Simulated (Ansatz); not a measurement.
# GeH5 (doublet): wave-function methods side by side at distance Ge1–H5 along a hydrogen transfer = 2.193 Å, cc-pVTZ

An exercise on one series of results from a longer session: the logs are not shown, and one member is left open.

Computed with Ansatz 0.2.0, Gaussian basis. Level: cc-pVTZ, core rule «outside noble gas», up to 14 orbitals frozen.

Plan: UHF; CCSD(T) on ROHF; CCSD(T) on UHF; BCCD(T) on ROHF; CISD; CCSDT(Q) on ROHF; CCSDT(Q) on UHF; CASSCF and NEVPT2, 3 electrons in 3 orbitals; CASSCF and NEVPT2, 9 electrons in 9 orbitals.

## The geometry

The geometry derives from fragments relaxed apart (PBE0/def2-TZVP) and kept rigid, so it is no stationary point. A hydrogen atom is moved between rigid fragments. No spin-orbit coupling is included. The filled d shell of Ge may be among the frozen orbitals whatever the setting's name suggests; the logs give the count.

6 atoms, charge 0, spin multiplicity 2.

Atoms are counted from 1 here; the program's logs count them from 0.

Bond lengths: Ge1–H2 1.534 Å, Ge1–H3 1.534 Å, Ge1–H4 1.534 Å, H5–H6 0.745 Å. Angles: H2–Ge1–H3 109.5°, H2–Ge1–H4 109.5°, H3–Ge1–H4 109.5°.

Set-up of the first run:

File in.yaml:

```yaml
crystal:
  periodic: [false, false, false]
  atoms:
    - {symbol: Ge, position_ang: [-0.046669, 0.000000, 0.000000]}
    - {symbol: H, position_ang: [-0.558119, 1.446599, 0.000000]}
    - {symbol: H, position_ang: [-0.558118, -0.723300, 1.252791]}
    - {symbol: H, position_ang: [-0.558119, -0.723299, -1.252792]}
    - {symbol: H, position_ang: [2.146331, 0.000000, 0.000000]}
    - {symbol: H, position_ang: [2.891331, 0.000000, 0.000000]}
basis:
  gaussian: {orbitals: cc-pVTZ}
magnetization: {spin_polarized: true, initial_magnetization: 1}
hamiltonian: {xc: hf}
output: {orbitals: {seedname: orbitals}}
```

Started as:

```sh
> ansatz run in.yaml --threads 1 --pin off --events-out ev --progress --plain --max-ram 2816MiB --backend cpu
```

Among the steps run: UHF; CCSD(T) on ROHF; CCSD(T) on UHF; BCCD(T) on ROHF; CISD; CCSDT(Q) on ROHF; CCSDT(Q) on UHF; CASSCF and NEVPT2, 3 electrons in 3 orbitals; CASSCF and NEVPT2, 9 electrons in 9 orbitals.

One of the session's tables, all rows but one given; the rest of the session is left out.

| method | from UCCSDT(Q) (kJ/mol) |
| --- | --- |
| ROHF | +496.9 |
| UHF | +489.6 |
| RMP2 | +98.2 |
| UMP2 | +97.6 |
| CISD | +41.3 |
| RCCSD | +12.9 |
| UCCSD | ? |
| RCCSD(T) | +2.8 |
| UCCSD(T) | +2.3 |
| BCCD(T) | +2.7 |
| RCCSDT | +0.7 |
| UCCSDT | +0.2 |
| RCCSDT(Q) | +0.5 |
| UCCSDT(Q) | 0 |
| CASSCF pair | +449.0 |
| NEVPT2 pair | +97.9 |
| CASSCF valence | +329.5 |
| NEVPT2 valence | +93.5 |

Q: Estimate the row for UCCSD from the others.

The run gave: from UCCSDT(Q) (kJ/mol): +12.4. In the column «from UCCSDT(Q) (kJ/mol)» it lies between RCCSD(T) (+2.8) and RCCSD (+12.9).

Caveats from the session: Restricted and unrestricted rows rest on different reference determinants; where their highest levels disagree by more than a few hundredths of an eV, they describe different states and don't form one ladder.
